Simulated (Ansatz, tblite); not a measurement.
**(MeSi)4O6 adamantane (C₄H₁₂O₆Si₄): one state, many levels**

The task here is to estimate one member of a computed series from the others.

Computed with Ansatz 0.2.0, Gaussian basis. Level: as each input shows.

The runs, in order: GFN1-xTB, GFN2-xTB, PBE-D4/def2-TZVP, r2SCAN-D4/def2-TZVP, PBE-D4/def2-SVP, PBE0-D4/def2-SVP, HF/STO-3G, MP2/def2-SVP.

5 further runs of the same task are left out: 3 that didn't finish, 2 set aside as unsound or not needed. Runs told in other sessions of the task aren't counted.

## The relaxed structure

The singlet was relaxed beforehand with r2SCAN-D4/def2-SVP.

26 atoms, charge 0, spin multiplicity 1.

Bond lengths: Si1–C2 1.833 Å, Si1–O3 1.678 Å, Si1–O9 1.678 Å, Si1–O13 1.678 Å, C2–H15 1.100 Å, C2–H16 1.100 Å, C2–H17 1.100 Å, O3–Si4 1.678 Å, Si4–C5 1.833 Å, Si4–O6 1.678 Å, Si4–O14 1.678 Å, C5–H18 1.100 Å, C5–H19 1.100 Å, C5–H20 1.100 Å, O6–Si7 1.678 Å, Si7–C8 1.833 Å, Si7–O9 1.678 Å, Si7–O10 1.678 Å and more. Angles: C2–Si1–O3 113.3°, C2–Si1–O9 113.3°, C2–Si1–O13 113.3°, O3–Si1–O9 105.4°, O3–Si1–O13 105.4°, O9–Si1–O13 105.4°, Si1–C2–H15 110.4°, Si1–C2–H16 110.4°, Si1–C2–H17 110.4°, H15–C2–H16 108.5°, H15–C2–H17 108.5°, H16–C2–H17 108.5°, Si1–O3–Si4 117.1°, O3–Si4–C5 113.3°, O3–Si4–O6 105.4°, O3–Si4–O14 105.4°, C5–Si4–O6 113.3°, C5–Si4–O14 113.3° and more.

PBE0-D4/def2-TZVP was run before; its log isn't repeated, and its numbers join the tables.

The first run:

Tight binding, by tblite at 300 K electronic temperature and without a spin-polarisation term:

```python
tblite.interface.Calculator('GFN1-xTB', numbers, positions, charge=0, uhf=0).singlepoint()
```

Tight binding, by tblite at 300 K electronic temperature and without a spin-polarisation term:

```python
tblite.interface.Calculator('GFN2-xTB', numbers, positions, charge=0, uhf=0).singlepoint()
```

start.molden holds the orbitals of an earlier run on this state, given as this run's starting guess.

Input file in.yaml:

```yaml
crystal:
  periodic: [false, false, false]
  atoms:
    - {symbol: Si, position_ang: [-0.116018, 1.728633, -0.272741]}
    - {symbol: C, position_ang: [-0.237402, 3.535244, -0.557179]}
    - {symbol: O, position_ang: [-1.564574, 0.918524, -0.522166]}
    - {symbol: Si, position_ang: [-1.562491, -0.743324, -0.287286]}
    - {symbol: C, position_ang: [-3.195182, -1.520238, -0.587635]}
    - {symbol: O, position_ang: [-0.996221, -0.971183, 1.276133]}
    - {symbol: Si, position_ang: [0.493845, -0.298768, 1.656210]}
    - {symbol: C, position_ang: [1.010230, -0.611331, 3.386856]}
    - {symbol: O, position_ang: [0.352295, 1.332915, 1.289631]}
    - {symbol: O, position_ang: [1.564468, -0.918668, 0.522023]}
    - {symbol: Si, position_ang: [1.184476, -0.686691, -1.096177]}
    - {symbol: C, position_ang: [2.422391, -1.403664, -2.242043]}
    - {symbol: O, position_ang: [0.996007, 0.971341, -1.276086]}
    - {symbol: O, position_ang: [-0.352300, -1.333070, -1.289545]}
    - {symbol: H, position_ang: [0.736010, 4.017906, -0.382708]}
    - {symbol: H, position_ang: [-0.975972, 3.982622, 0.124963]}
    - {symbol: H, position_ang: [-0.548663, 3.741355, -1.592339]}
    - {symbol: H, position_ang: [-3.500434, -1.379922, -1.635514]}
    - {symbol: H, position_ang: [-3.960500, -1.069704, 0.062149]}
    - {symbol: H, position_ang: [-3.151260, -2.599706, -0.378494]}
    - {symbol: H, position_ang: [0.286056, -0.172042, 4.089365]}
    - {symbol: H, position_ang: [1.997794, -0.165759, 3.579514]}
    - {symbol: H, position_ang: [1.071742, -1.692942, 3.579928]}
    - {symbol: H, position_ang: [3.408903, -0.944526, -2.077943]}
    - {symbol: H, position_ang: [2.125370, -1.228280, -3.287014]}
    - {symbol: H, position_ang: [2.511431, -2.488722, -2.081921]}
basis:
  gaussian: {orbitals: def2-TZVP, initial_orbitals: start.molden}
hamiltonian: {xc: pbe, dispersion: d4}
scf: {omitted_lower_state_checks: [starts]}
output: {orbitals: {seedname: orbitals}}
```

Command:

```console
$ ansatz run in.yaml --threads 4 --pin off --events-out ev --progress --plain --max-ram 6963MiB
```

Steps of the session up to this table: PBE-D4/def2-TZVP; r2SCAN-D4/def2-TZVP; PBE-D4/def2-SVP; PBE0-D4/def2-SVP; HF/STO-3G; MP2/def2-SVP.

One table of the session follows, with a row left open; its other results are not shown here.

It belongs to the step «Binding energy». 

| level | binding an atom (eV) |
| --- | --- |
| HF/STO-3G | 3.684 |
| HF/def2-SVP | 3.455 |
| PBE-D4/def2-SVP | 4.758 |
| PBE-D4/def2-TZVP | 4.788 |
| r2SCAN-D4/def2-TZVP | 4.753 |
| PBE0-D4/def2-SVP | ? |
| PBE0-D4/def2-TZVP | 4.711 |
| MP2/def2-SVP | 4.519 |

**Question.** Estimate the row for PBE0-D4/def2-SVP.

**Answer.** binding an atom (eV): 4.673. In the column «binding an atom (eV)» it lies between MP2/def2-SVP (4.519) and PBE0-D4/def2-TZVP (4.711).

Caveats from the session: Free atoms were run apart at each level; binding is atoms less cluster, divided by the number of atoms, without zero-point or spin-orbit terms.
